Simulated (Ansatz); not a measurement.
# SnH2Cl2 (SMILES [Cl][SnH2][Cl]) at 6 levels

Wanted: a comparison of 6 runs (HF/def2-SVPD, BLYP/def2-SVPD, r2SCAN/def2-SVPD, r2SCAN0/def2-SVPD, RPA@PBE/def2-SVPD, CCSD(T)/def2-SVPD) of SnH2Cl2. 

The calculation is run with Ansatz 0.2.0.

54 further runs of the same task are left out: 54 set aside as unsound or not needed.

### Step 1. The structure to begin with

SnH2Cl2: 5 atoms, total charge 0, spin state singlet. SMILES: `[Cl][SnH2][Cl]`. The Sn2–Cl3 distance was set to 3.011 Å, away from the relaxed value.

Bond lengths: Cl1–Sn2 2.316 Å, Sn2–H4 1.695 Å, Sn2–H5 1.695 Å. Angles: Cl1–Sn2–H4 107.8°, Cl1–Sn2–H5 107.8°, H4–Sn2–H5 118.6°.

### Step 2. A single-point energy at HF/def2-SVPD (core potential) (run 1)

Input file molecule.yaml:

```yaml
basis:
  gaussian:
    orbitals: def2-SVPD
crystal:
  periodic: [false, false, false]
  atoms:
    - {symbol: Cl, position_ang: [-1.662464, -0.745706, 1.744232]}
    - {symbol: Sn, position_ang: [0.325236, -0.522406, 0.576332]}
    - {symbol: Cl, position_ang: [-0.250400, 1.295500, -1.753900]}
    - {symbol: H, position_ang: [0.735036, -2.045806, -0.044368]}
    - {symbol: H, position_ang: [1.433836, 0.266794, 1.587132]}
output:
  orbitals: {seedname: orbitals}
accuracy: high
hamiltonian:
  xc: hf
```

Launch:

```console
$ ansatz run molecule.yaml --threads 1 --pin off --max-ram 3480MiB --events-out events.jsonl --progress --plain --runs-dir runs
```

Log:

```text
Warning: RAYON_NUM_THREADS=1 ignored (pool sized by the plan → 1); use --threads N
Functional definition: HF
  name "HF"
  exchange = exact_x
  correlation = 0
2095 factors; integrals over basis functions are off by at most 3.1e-9 eV
mean field evaluation 1: about -30835.2293 eV, gradient 2.3e1 eV
mean field evaluation 2: about -30835.2895 eV, gradient 2.4e1 eV
mean field evaluation 4: about -30837.5123 eV, gradient 1.6e0 eV
mean field evaluation 8: about -30837.5400 eV, gradient 1.4e-1 eV
mean field evaluation 16: about -30837.5402 eV, gradient 4.1e-8 eV
mean field -30837.54020177 eV, -1133.2586999795 hartree, gradient 4.1e-8 eV, S^2 0.000000; 0 other end points of the search recorded, 0 dependent functions left out
reference -30837.54020177 eV, -1133.2586999795 hartree; 29, 29 occupied and 73, 73 virtual orbitals, 2095 factors
Total energy: -30837.54020177 eV, -1133.2586999795 hartree
```

Run time: 3.6 s. Hardware: 1 thread of Arm Neoverse V2, shared host; peak memory 0.32 GiB.

### Step 3. A single-point energy at BLYP/def2-SVPD (core potential) (run 2)

Input file input.yaml:

```yaml
crystal:
  periodic: [false, false, false]
  atoms:
    - {symbol: Cl, position_ang: [-1.662464, -0.745706, 1.744232]}
    - {symbol: Sn, position_ang: [0.325236, -0.522406, 0.576332]}
    - {symbol: Cl, position_ang: [-0.250400, 1.295500, -1.753900]}
    - {symbol: H, position_ang: [0.735036, -2.045806, -0.044368]}
    - {symbol: H, position_ang: [1.433836, 0.266794, 1.587132]}
basis:
  gaussian: {orbitals: def2-SVPD}
output: {orbitals: {seedname: orbitals}}
accuracy: high
hamiltonian: {xc: {name: BLYP}}
```

Launch:

```console
$ ansatz run input.yaml --threads 1 --pin off --max-ram 3480MiB --events-out events.jsonl --progress --plain --runs-dir runs
```

Log:

```text
Warning: RAYON_NUM_THREADS=1 ignored (pool sized by the plan → 1); use --threads N
Functional definition: BLYP
  name "BLYP"
  parameter beta = 0.0042
  parameter a = 0.04918
  parameter b = 0.132
  parameter c = 0.2533
  parameter d = 0.349
  exchange = b88_x(beta = beta)
  correlation = lyp_c(a = a, b = b, c = c, d = d)
2095 factors; integrals over basis functions are off by at most 3.1e-9 eV
mean field evaluation 1: about -30897.9886 eV, gradient 2.9e1 eV
mean field evaluation 2: about -30861.1807 eV, gradient 1.0e2 eV
mean field evaluation 4: about -30900.1777 eV, gradient 1.3e1 eV
mean field evaluation 8: about -30900.8160 eV, gradient 1.6e-1 eV
mean field evaluation 16: about -30900.8161 eV, gradient 2.7e-5 eV
mean field -30900.81609802 eV, -1135.5840462769 hartree, gradient 3.5e-8 eV, S^2 0.000000; 0 other end points of the search recorded, 0 dependent functions left out
reference -30900.81614848 eV, -1135.5840481311 hartree; 29, 29 occupied and 73, 73 virtual orbitals, 2095 factors
Total energy: -30900.81614848 eV, -1135.5840481311 hartree
```

Wall time 7.5 s (1 thread of Arm Neoverse V2, shared host); peak memory 0.27 GiB.

Runs 3 to 5 aren't shown in full; the table further down has their settings and results.

### Step 4. The energy at CCSD(T)/def2-SVPD (core potential) (run 6)

Input file job.yaml:

```yaml
crystal:
  periodic: [false, false, false]
  atoms:
    - {symbol: Cl, position_ang: [-1.662464, -0.745706, 1.744232]}
    - {symbol: Sn, position_ang: [0.325236, -0.522406, 0.576332]}
    - {symbol: Cl, position_ang: [-0.250400, 1.295500, -1.753900]}
    - {symbol: H, position_ang: [0.735036, -2.045806, -0.044368]}
    - {symbol: H, position_ang: [1.433836, 0.266794, 1.587132]}
basis:
  gaussian:
    orbitals: def2-SVPD
correlation:
  method: ccsd_t
  frozen_orbitals: {Cl: 5, H: 0, Sn: 4}
accuracy: high
scf:
  omitted_lower_state_checks: [cluster_reference, increment]
```

Launch:

```console
$ ansatz run job.yaml --threads 1 --pin off --max-ram 3480MiB --events-out events.jsonl --progress --plain --runs-dir runs
```

Log:

```text
Warning: RAYON_NUM_THREADS=1 ignored (pool sized by the plan → 1); use --threads N
[... 12 lines left out ...]
14 core orbitals not correlated: weight in the atoms' cores, before any rotation towards them, 1.000 or more for the frozen orbitals, at most 0.000 for the correlated occupied ones
[... 28 lines left out ...]
Total energy: -30850.19919870 eV, -1133.7239095361 hartree
Checks for a lower state left out: cluster_reference, increment
```

Wall time 33 s (1 thread of Arm Neoverse V2, shared host); peak memory 0.68 GiB.

### Step 5. All runs side by side

```csv
run,level,frozen core orbitals,energy (Eh),HOMO energy (eV),LUMO energy (eV),HOMO–LUMO gap (eV),wall time
1,HF/def2-SVPD (core potential),–,-1133.258700,-11.14,-0.65,10.49,3.6 s
2,BLYP/def2-SVPD (core potential),–,-1135.584048,-6.56,-4.46,2.10,7.5 s
3,r2SCAN/def2-SVPD (core potential),–,-1135.666546,-7.00,-4.43,2.57,15 s
4,r2SCAN0/def2-SVPD (core potential),–,-1135.628373,-8.24,-3.75,4.49,20 s
5,RPA@PBE/def2-SVPD (core potential),14,-1133.916158,–,–,–,14 s
6,CCSD(T)/def2-SVPD (core potential),14,-1133.723910,–,–,–,33 s
```

### Step 6. Summary of results

| quantity | value |
| --- | --- |
| run 6: total energy | -1133.72391 Eh |
| run 6: correlation energy (14 core orbitals frozen) | -465.2 mEh |
| run 6: (T) correction | -14.35 mEh |
| run 6: T1 diagnostic | 0.013 |

In words: Over runs 1, 2, 3, 4 the HOMO–LUMO gap runs from 2.10 eV (BLYP/def2-SVPD) to 10.49 eV (HF/def2-SVPD). Exact exchange widens orbital gaps. Totals of different functionals can't be ranked against each other. All runs together took 92 s, the longest 33 s.
